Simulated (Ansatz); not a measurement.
Crystal: SiO.

```xyz
2
Lattice="2.8070 0.0000 0.0000 0.0000 2.8070 0.0000 0.0000 0.0000 2.8070" Properties=species:S:1:pos:R:3 pbc="T T T"
Si    0.0000    0.0000    0.0000
O     1.4035    1.4035    1.4035
```

The cell was built by a generator and needn't be a form met in nature.

Base run:

```yaml
Program: Ansatz 0.2.0
Functional: RPBE
Potentials_or_basis: Ansatz PAW
Cutoff: "420 eV (not typed: the program's choice for these potentials)"
k_mesh: 9 × 9 × 9
Occupations: fermi-dirac, width 0.05 eV
Spin: no spin polarisation
```

Its results: band gap on the k mesh none (metal or under the smearing width); pressure 2.8 GPa.

Q: The run is repeated on the same cell with these changes: functional from RPBE to revPBE. What comes out?

A: Band gap on the k mesh none (metal or under the smearing width); pressure 2.1 GPa.

Caveats: the PAW data sets come from PBE, with cores solved anew for the run's functional, which leaves a small shift of forces and pressure.
